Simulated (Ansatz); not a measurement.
# CsLiCr2Te2S3: single point with PBE

CsLiCr2Te2S3:

```
Cs Li Cr Te S
1.0
     3.31929    1.91639    6.87982
    -3.31929    1.91639    6.87982
     0.00000   -3.83279    6.87982
Cs Li Cr Te S
1 1 2 2 3
Direct
  0.00000 0.00000 0.00000
  0.50000 0.50000 0.50000
  0.79848 0.79848 0.79848
  0.20152 0.20152 0.20152
  0.67990 0.67990 0.67990
  0.32010 0.32010 0.32010
  0.13626 0.86374 0.50000
  0.50000 0.13626 0.86374
  0.86374 0.50000 0.13626
```

The cell was built by a generator and needn't be a form met in nature.

| Property | Result |
| --- | --- |
| Program | Ansatz 0.2.0 |
| Task | single point |
| Functional | PBE |
| Potentials or basis | Ansatz NC with PseudoDojo standard (PBE files) |
| Cutoff | 1279 eV (not typed: the program's choice for these potentials) |
| k mesh | 5 × 5 × 5 |
| Occupations | fermi-dirac, width 0.05 eV |
| Spin | collinear spin, ferromagnetic start |
| Starting moments | [0.0, 0.0, 3.0, 3.0, 0.0, 0.0, 0.0, 0.0, 0.0] μB |

```json
{"Pressure": "0.0 GPa", "Largest force": "0.012 eV/Å", "Band gap on the k mesh": "none (metal or under the smearing width)", "Net moment": "4.00 μB per cell", "Absolute moment": "6.05 μB per cell", "Site moments": "Cs -0.01; Li +0.01; Cr +2.08; Te -0.15; S -0.06 μB"}
```

Forces in eV/Å, atoms in the order of the input:
```
Cs   0.000  0.000  0.000
Li   0.000  0.000  0.000
Cr   0.000  0.000  0.005
Cr   0.000  0.000 -0.005
Te   0.000  0.000 -0.006
Te   0.000  0.000  0.006
S   -0.012  0.000  0.000
S    0.006 -0.010  0.000
S    0.006  0.010  0.000
```

Levels at points of the mesh, in eV from the Fermi level:
Spin up:
```tsv
k point	band 44	band 45	band 46	band 47	band 48	band 49	band 50	band 51
(0.00, 0.00, 0.00)	-0.50	-0.50	-0.16	-0.16	0.06	0.34	0.34	1.71
```
Spin down:
```csv
k point,band 40,band 41,band 42,band 43,band 44,band 45,band 46,band 47
"(0.00, 0.00, 0.00)",-2.05,-1.77,-0.23,-0.23,0.72,0.72,1.06,1.06
```

Run time: 40 s on 8 threads of Intel(R) Xeon(R) 6975P-C (Granite Rapids), with other jobs on the host, peak memory 4.7 GiB.

Caveat: only a ferromagnetic start was run, and an antiferromagnetic order may lie lower in energy. With open d or f shells a metallic result of PBE can be an artefact of self-interaction; +U or a hybrid may open a gap.
